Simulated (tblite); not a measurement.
# C3H5FGe (SMILES C#[C][GeH2][CH2]F) at GFN2-xTB

What is the electronic atomisation energy of C3H5FGe at GFN2-xTB? 

The calculation is run with tblite 0.8.0.

16 further runs of the same task are left out: 16 set aside as unsound or not needed.

## Step 1: The structure to begin with

C3H5FGe has 10 atoms, charge 0, and is taken as a singlet. SMILES: `C#[C][GeH2][CH2]F`. The shape comes from GFN2-xTB, which is rough for such elements, and wasn't checked as a minimum. This is one conformer, not always the lowest.

Bond lengths: C1–C2 1.203 Å, C2–Ge3 1.894 Å, Ge3–C4 1.987 Å, C4–F5 1.378 Å, C1–H6 1.053 Å, Ge3–H7 1.497 Å, Ge3–H8 1.501 Å, C4–H9 1.093 Å, C4–H10 1.093 Å. Some angles: C1–C2–Ge3 178.0°, C2–Ge3–C4 109.0°, Ge3–C4–F5 108.5°, C2–C1–H6 179.6°, C2–Ge3–H7 108.6°, C2–Ge3–H8 108.8°, C4–Ge3–H7 110.2°, C4–Ge3–H8 109.8°, Ge3–C4–H9 112.7°, Ge3–C4–H10 112.6°.

## Step 2: Energy and gradient at GFN2-xTB

job.py reads:

```python
import json
import numpy as np
from ase import Atom, Atoms
from tblite.ase import TBLite
from ase.units import Debye

mol = Atoms([
    Atom("C", (-2.415110, -0.706550, 0.865660)),
    Atom("C", (-1.225200, -0.655250, 0.695660)),
    Atom("Ge", (0.641220, -0.512070, 0.407670)),
    Atom("C", (0.978170, 0.862780, -0.986590)),
    Atom("F", (0.568040, 2.086560, -0.503530)),
    Atom("H", (-3.455990, -0.757340, 1.017360)),
    Atom("H", (1.292770, -0.113350, 1.694850)),
    Atom("H", (1.164070, -1.842260, -0.051330)),
    Atom("H", (2.038120, 0.959760, -1.235270)),
    Atom("H", (0.413900, 0.677710, -1.904480)),
])
start = mol.get_positions()

mol.calc = TBLite(method="GFN2-xTB", accuracy=0.1, spin_polarization=1.0, verbosity=0)
print(f"Potential energy: {mol.get_potential_energy():.6f} eV")
print(f"Dipole: {np.linalg.norm(mol.get_dipole_moment()) / Debye:.4f} D")
for a, q in zip(mol, mol.get_charges()):
    print(f"{a.symbol}{a.index + 1} {q:+.4f}")
print("Forces (eV/angstrom):")
for a, F in zip(mol, mol.get_forces()):
    print(f"{a.symbol:<2} {F[0]:11.6f} {F[1]:11.6f} {F[2]:11.6f}")
json.dump(dict(energy=mol.get_potential_energy(), forces=mol.get_forces().tolist(), dipole=mol.get_dipole_moment().tolist(), charges=mol.get_charges().tolist(),
               symbols=mol.get_chemical_symbols(), start=start.tolist(), final=mol.positions.tolist()), open("results.json", "w"))
```

Started as:

```console
$ python job.py
```

Log:

```text
Potential energy: -422.602128 eV
Dipole: 1.8591 D
C1 -0.0711
C2 -0.0520
Ge3 +0.1279
C4 +0.0591
F5 -0.2450
H6 +0.0885
H7 +0.0060
H8 -0.0091
H9 +0.0470
H10 +0.0487
Forces (eV/angstrom):
C     0.004453    0.001202   -0.002847
C    -0.005598    0.003851    0.002519
Ge   -0.002475   -0.010730    0.005439
C    -0.004072    0.017572   -0.001439
F     0.005756   -0.003249   -0.005397
H    -0.002449   -0.004389    0.000582
H     0.002502   -0.001810    0.002442
H     0.001284    0.000447    0.001004
H     0.000929   -0.001741   -0.001807
H    -0.000330   -0.001152   -0.000497
```

It took 0.49 s on 1 thread of Intel Xeon at 2.50GHz (Skylake/Cascade Lake), shared host.

## Step 3: The C atom: the energy at GFN2-xTB

job.py reads:

```python
"""GFN2-xTB single point with ASE"""
import json
import numpy as np
from ase import Atoms
from ase.units import Bohr
from tblite.ase import TBLite
from ase.units import Hartree
from ase.units import Debye

mol = Atoms(["C"], positions=Bohr * np.array([
    [0.000000, 0.000000, 0.000000],
]))
start = mol.get_positions()

mol.calc = TBLite(
    method="GFN2-xTB",
    multiplicity=3,
    accuracy=0.1,
    spin_polarization=1.0,
    verbosity=0,
)
print(f"E: {mol.get_potential_energy() / Hartree:.6f} Eh")
print(f"Dipole: {np.linalg.norm(mol.get_dipole_moment()) / Debye:.4f} D")
for a, q in zip(mol, mol.get_charges()):
    print(f"{a.symbol}{a.index + 1} {q:+.4f}")
json.dump(dict(energy=mol.get_potential_energy(), forces=mol.get_forces().tolist(), dipole=mol.get_dipole_moment().tolist(), charges=mol.get_charges().tolist(),
               symbols=mol.get_chemical_symbols(), start=start.tolist(), final=mol.positions.tolist()), open("results.json", "w"))
```

Run the same way, it converges to -1.83865 Eh (log not shown).

## Step 4: The F atom: a single-point energy at GFN2-xTB

geom.xyz reads:

```xyz
1

F      0.000000     0.000000     0.000000
```

calc.py reads:

```python
import json
import numpy as np
from tblite.interface import Calculator
from tblite.interface import symbols_to_numbers

symbols = list(map(str, np.loadtxt("geom.xyz", skiprows=2, usecols=0, dtype=str, ndmin=1)))
numbers = np.array(symbols_to_numbers(symbols))
positions = np.loadtxt("geom.xyz", skiprows=2, usecols=(1, 2, 3), ndmin=2) / 0.5291772

calculator = Calculator("GFN2-xTB", numbers, positions, charge=0, uhf=1)
calculator.set("verbosity", 0)
calculator.set("accuracy", 0.1)
calculator.add("spin-polarization", 1.0)
wfn = calculator.singlepoint()

print(f"total energy: {wfn.get('energy') * 27.211386:.8f} eV")
eps = np.atleast_2d(wfn.get("orbital-energies")) * 27.211386
occ = np.atleast_2d(wfn.get("orbital-occupations"))
filled = occ.sum(axis=0) if eps.shape[0] == 1 else occ[0]
homo = np.nonzero(filled > 0.5)[0].max()
print(f"HOMO {eps[0, homo]:.4f} eV")
if homo + 1 < eps.shape[1]:
    print(f"LUMO {eps[0, homo + 1]:.4f} eV, gap {eps[0, homo + 1] - eps[0, homo]:.4f} eV")
mu = wfn.get("dipole") * 2.541746
print(f"dipole: {np.linalg.norm(mu):.4f} D, components " + " ".join(f"{c:.4f}" for c in mu))
q = wfn.get("charges")
print("Charges:", " ".join(f"{s}{i + 1}={c:+.4f}" for i, (s, c) in enumerate(zip(symbols, q))))
out = {k: np.asarray(wfn.get(k)).tolist() for k in ("energy", "gradient", "charges", "dipole", "orbital-energies", "orbital-occupations")}
out.update(symbols=symbols, positions=(positions * 0.529177210903).tolist())
json.dump(out, open("results.json", "w"))
```

Started as:

```console
$ python calc.py
```

Log:

```text
total energy: -126.10579319 eV
HOMO -16.5609 eV
dipole: 0.0000 D, components 0.0000 0.0000 0.0000
Charges: F1=+0.0000
```

Run time: 0.39 s. Hardware: 1 thread of Intel Xeon at 2.50GHz (Skylake/Cascade Lake), shared host.

## Step 5: The Ge atom: a single-point energy at GFN2-xTB

calc.py reads:

```python
import json
import numpy as np
from tblite.interface import Calculator

symbols = ["Ge"]
numbers = np.array([32])
positions = np.array([  # bohr
    [0.000000, 0.000000, 0.000000],
])

tb = Calculator("GFN2-xTB", numbers, positions, charge=0, uhf=2)
tb.set("accuracy", 0.1)
tb.add("spin-polarization", 1.0)
result = tb.singlepoint()

print(f"Total energy: {result.get('energy') * 2625.4996:.8f} kJ/mol")
eps = np.atleast_2d(result.get("orbital-energies")) * 27.211386
occ = np.atleast_2d(result.get("orbital-occupations"))
filled = occ.sum(axis=0) if eps.shape[0] == 1 else occ[0]
homo = np.nonzero(filled > 0.5)[0].max()
print("  MO   occupation   energy/eV")
for i in range(max(0, homo - 4), min(eps.shape[1], homo + 5)):
    print(f"{i + 1:4d} {filled[i]:10.4f} {eps[0, i]:12.4f}")
mu = result.get("dipole") * 2.541746
print(f"dipole: {np.linalg.norm(mu):.4f} D, components " + " ".join(f"{c:.4f}" for c in mu))
q = result.get("charges")
print("Charges:", " ".join(f"{s}{i + 1}={c:+.4f}" for i, (s, c) in enumerate(zip(symbols, q))))
out = {k: np.asarray(result.get(k)).tolist() for k in ("energy", "gradient", "charges", "dipole", "orbital-energies", "orbital-occupations")}
out.update(symbols=symbols, positions=(positions * 0.529177210903).tolist())
json.dump(out, open("results.json", "w"))
```

Started as:

```console
$ python calc.py
```

Log:

```text
------------------------------------------------------------
  cycle        total energy    energy error   density error
------------------------------------------------------------
      1     -1.835189637246  -1.8351896E+00   4.3301270E-01
      2     -1.835189637246   0.0000000E+00   2.5980762E-01
      3     -1.835189637246   0.0000000E+00   1.5586899E-05
      4     -1.835189637246   0.0000000E+00   5.4515992E-14
------------------------------------------------------------

 total:                                   0.001 sec
Total energy: -4818.28965851 kJ/mol
  MO   occupation   energy/eV
   1     1.0000     -14.9739
   2     0.6667      -6.8447
   3     0.6667      -6.8447
   4     0.6667      -6.8447
   5     0.0000       0.3868
   6     0.0000       0.3868
   7     0.0000       0.3868
   8     0.0000       0.3868
dipole: 0.0000 D, components 0.0000 0.0000 0.0000
Charges: Ge1=+0.0000
```

Wall time 0.34 s (1 thread of Intel Xeon at 2.50GHz (Skylake/Cascade Lake), shared host).

## Step 6: The H atom: the energy at GFN2-xTB

geom.xyz reads:

```xyz
1

H      0.000000     0.000000     0.000000
```

xtb_job.py reads:

```python
import json
import numpy as np
from tblite.interface import Calculator
from tblite.interface import symbols_to_numbers

symbols = list(map(str, np.loadtxt("geom.xyz", skiprows=2, usecols=0, dtype=str, ndmin=1)))
numbers = np.array(symbols_to_numbers(symbols))
positions = np.loadtxt("geom.xyz", skiprows=2, usecols=(1, 2, 3), ndmin=2) / 0.5291772

xtb = Calculator("GFN2-xTB", numbers, positions, charge=0, uhf=1)
xtb.set("accuracy", 0.1)
xtb.add("spin-polarization", 1.0)
sp = xtb.singlepoint()

print(f"Energy: {sp.get('energy') * 27.211386:.8f} eV")
eps = np.atleast_2d(sp.get("orbital-energies")) * 27.211386
occ = np.atleast_2d(sp.get("orbital-occupations"))
filled = occ.sum(axis=0) if eps.shape[0] == 1 else occ[0]
homo = np.nonzero(filled > 0.5)[0].max()
print(f"HOMO {eps[0, homo]:.4f} eV")
if homo + 1 < eps.shape[1]:
    print(f"LUMO {eps[0, homo + 1]:.4f} eV, gap {eps[0, homo + 1] - eps[0, homo]:.4f} eV")
mu = sp.get("dipole") * 2.541746
print(f"dipole: {np.linalg.norm(mu):.4f} D, components " + " ".join(f"{c:.4f}" for c in mu))
q = sp.get("charges")
print("Charges:", " ".join(f"{s}{i + 1}={c:+.4f}" for i, (s, c) in enumerate(zip(symbols, q))))
out = {k: np.asarray(sp.get(k)).tolist() for k in ("energy", "gradient", "charges", "dipole", "orbital-energies", "orbital-occupations")}
out.update(symbols=symbols, positions=(positions * 0.529177210903).tolist())
json.dump(out, open("results.json", "w"))
```

Started as:

```console
$ python xtb_job.py
```

Log:

```text
------------------------------------------------------------
  cycle        total energy    energy error   density error
------------------------------------------------------------
      1    -0.4292952639310  -4.2929526E-01   2.2360680E-01
      2    -0.4292952639310   0.0000000E+00   1.3416408E-01
      3    -0.4292952639310   0.0000000E+00   8.0490398E-06
      4    -0.4292952639310   0.0000000E+00   6.2559861E-15
------------------------------------------------------------

 total:                                   0.001 sec
Energy: -11.68171913 eV
HOMO -12.6562 eV
dipole: 0.0000 D, components 0.0000 0.0000 0.0000
Charges: H1=+0.0000
```

Wall time 0.25 s (1 thread of Intel Xeon at 2.50GHz (Skylake/Cascade Lake), shared host).

## Step 7: Summary of results

Level: GFN2-xTB.

```
                                      quantity         value
                        molecule: total energy  -15.53034 Eh
                       molecule: dipole moment        1.86 D
            molecule: largest force on an atom    0.018 eV/Å
                          C atom: total energy   -1.83865 Eh
                         C atom: dipole moment        0.00 D
              C atom: largest force on an atom    0.000 eV/Å
                          F atom: total energy   -4.63430 Eh
                         F atom: dipole moment        0.00 D
 F atom: HOMO energy (as the program lists it)     -16.56 eV
              F atom: largest force on an atom    0.000 eV/Å
                         Ge atom: total energy   -1.83519 Eh
                        Ge atom: dipole moment        0.00 D
Ge atom: HOMO energy (as the program lists it)      -6.84 eV
Ge atom: LUMO energy (as the program lists it)       0.39 eV
             Ge atom: largest force on an atom    0.000 eV/Å
                          H atom: total energy   -0.42930 Eh
                         H atom: dipole moment        0.00 D
 H atom: HOMO energy (as the program lists it)     -12.66 eV
              H atom: largest force on an atom    0.000 eV/Å
                 electronic atomisation energy     38.053 eV
```

**Reading.** Taking the molecule apart into free atoms costs 38.05 eV (3672 kJ/mol), before zero-point energy and without spin-orbit coupling. Tight-binding and semi-empirical models aren't fitted to free atoms, so this value can be far from the true one. Mulliken charges (molecule) run from -0.25 on F5 to +0.13 on Ge3.
